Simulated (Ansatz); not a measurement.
**PBE/cc-pVDZ run of B2H2S2O (SMILES SB1OBS1)**

What is the vertical ionisation energy of B2H2S2O at PBE/cc-pVDZ? 

Program for the calculation: Ansatz 0.2.0.

67 further runs of the same task are left out: 67 set aside as unsound or not needed. Runs told in other sessions of the task aren't counted.

### 1 The structure to begin with

B2H2S2O: 7 atoms, total charge 0, spin state singlet. SMILES: `SB1OBS1`. The coordinates come from a PBE0-D4/def2-TZVP relaxation. This is one conformer, not always the lowest.

Bond lengths: S1–B2 1.781 Å, B2–O3 1.394 Å, O3–B4 1.387 Å, B2–S5 1.841 Å, B4–S5 1.832 Å, S1–H6 1.345 Å, B4–H7 1.189 Å. Angles: S1–B2–O3 127.3°, S1–B2–S5 130.2°, O3–B2–S5 102.6°, B2–O3–B4 89.7°, O3–B4–S5 103.3°, B2–S5–B4 64.5°, B2–S1–H6 94.6°, O3–B4–H7 125.5°, S5–B4–H7 131.2°.

### 2 A single-point energy at PBE/cc-pVDZ

molecule.yaml reads:

```yaml
crystal:
  periodic: [false, false, false]
  atoms:
    - {symbol: S, position_ang: [-1.594700, 0.794600, 1.402500]}
    - {symbol: B, position_ang: [-0.211900, 0.312100, 0.389500]}
    - {symbol: O, position_ang: [-0.181400, -0.697300, -0.571400]}
    - {symbol: B, position_ang: [1.146800, -0.395600, -0.834200]}
    - {symbol: S, position_ang: [1.501400, 0.981700, 0.321000]}
    - {symbol: H, position_ang: [-2.432400, -0.120800, 0.882800]}
    - {symbol: H, position_ang: [1.833600, -0.942500, -1.636000]}
basis:
  gaussian: {orbitals: cc-pVDZ}
total_charge: 0
output: {orbitals: {seedname: orbitals}}
hamiltonian: {xc: {name: PBE}}
accuracy: high
```

Run with:

```console
$ ansatz run molecule.yaml --threads 1 --pin off --max-ram 2610MiB --events-out events.jsonl --progress --plain --runs-dir runs
```

Log:

```text
Warning: RAYON_NUM_THREADS=1 ignored (pool sized by the plan → 1); use --threads N
Functional definition: PBE
  name "PBE"
  parameter kappa = 0.804
  parameter beta = 0.06672455060314922
  exchange = pbe_x(kappa = kappa, mu = beta*pi^2/3)
  correlation = pbe_c(beta = beta)
2018 factors; integrals over basis functions are off by at most 3.3e-9 eV
mean field evaluation 1: about -25088.1869 eV, gradient 5.0e1 eV
mean field evaluation 2: about -25061.5994 eV, gradient 1.2e2 eV
mean field evaluation 4: about -25093.2819 eV, gradient 6.4e0 eV
mean field evaluation 8: about -25093.3887 eV, gradient 5.7e-1 eV
mean field evaluation 16: about -25093.3896 eV, gradient 5.3e-5 eV
mean field -25093.38956901 eV, -922.1650577509 hartree, gradient 6.1e-8 eV, S^2 0.000000; 0 other end points of the search recorded, 0 dependent functions left out
reference -25093.38957201 eV, -922.1650578610 hartree; 26, 26 occupied and 62, 62 virtual orbitals, 2018 factors
Total energy: -25093.38957201 eV, -922.1650578610 hartree
```

Wall time 6.9 s (1 thread of Arm Neoverse V2, shared host); peak memory 0.23 GiB.

### 3 The doublet cation at the same level

run.yaml reads:

```yaml
crystal:
  periodic: [false, false, false]
  atoms:
    - {symbol: S, position_ang: [-1.594700, 0.794600, 1.402500]}
    - {symbol: B, position_ang: [-0.211900, 0.312100, 0.389500]}
    - {symbol: O, position_ang: [-0.181400, -0.697300, -0.571400]}
    - {symbol: B, position_ang: [1.146800, -0.395600, -0.834200]}
    - {symbol: S, position_ang: [1.501400, 0.981700, 0.321000]}
    - {symbol: H, position_ang: [-2.432400, -0.120800, 0.882800]}
    - {symbol: H, position_ang: [1.833600, -0.942500, -1.636000]}
basis:
  gaussian:
    orbitals: cc-pVDZ
magnetization:
  spin_polarized: true
  initial_magnetization: 1
accuracy: high
output: {orbitals: {seedname: orbitals}}
hamiltonian:
  xc: pbe
total_charge: 1
```

Run with:

```console
$ ansatz run run.yaml --threads 1 --pin off --max-ram 2610MiB --events-out events.jsonl --progress --plain --runs-dir runs
```

Log (excerpt; [...] marks lines left out):

```text
Warning: RAYON_NUM_THREADS=1 ignored (pool sized by the plan → 1); use --threads N
[... 6 set-up lines as earlier in the session ...]
2018 factors; integrals over basis functions are off by at most 3.3e-9 eV
mean field evaluation 1: about -25068.5340 eV, gradient 5.8e1 eV
mean field evaluation 2: about -24858.4705 eV, gradient 1.6e2 eV
mean field evaluation 4: about -25076.2807 eV, gradient 3.3e1 eV
mean field evaluation 8: about -25083.7284 eV, gradient 8.5e-1 eV
mean field evaluation 16: about -25083.7325 eV, gradient 1.0e-3 eV
mean field evaluation 32: about -25081.6305 eV, gradient 1.2e1 eV
mean field -25083.73251615 eV, -921.8101676040 hartree, gradient 4.1e-8 eV, S^2 0.754159; 3 other end points of the search recorded, 0 dependent functions left out
reference -25083.73251917 eV, -921.8101677149 hartree; 26, 25 occupied and 62, 63 virtual orbitals, 2018 factors
Total energy: -25083.73251917 eV, -921.8101677149 hartree
```

It took 21 s on 1 thread of Arm Neoverse V2, shared host; peak memory 0.3 GiB.

### 4 Summary of results

At PBE/cc-pVDZ:

```
                                          quantity          value
                     singlet B2H2S2O: total energy  -922.16506 Eh
                      singlet B2H2S2O: HOMO energy       -6.56 eV
                      singlet B2H2S2O: LUMO energy       -2.12 eV
                    singlet B2H2S2O: HOMO–LUMO gap        4.44 eV
                      doublet cation: total energy  -921.81017 Eh
doublet cation: HOMO energy (highest over α and β)      -13.04 eV
 doublet cation: LUMO energy (lowest over α and β)      -12.68 eV
                              doublet cation: ⟨S²⟩          0.754
vertical ionisation energy (to the doublet cation)       9.657 eV
```

**Reading.** Removing an electron at fixed nuclei costs 9.66 eV (932 kJ/mol). The negative HOMO energy of the first species, 6.56 eV, lies 3.10 eV below that difference.
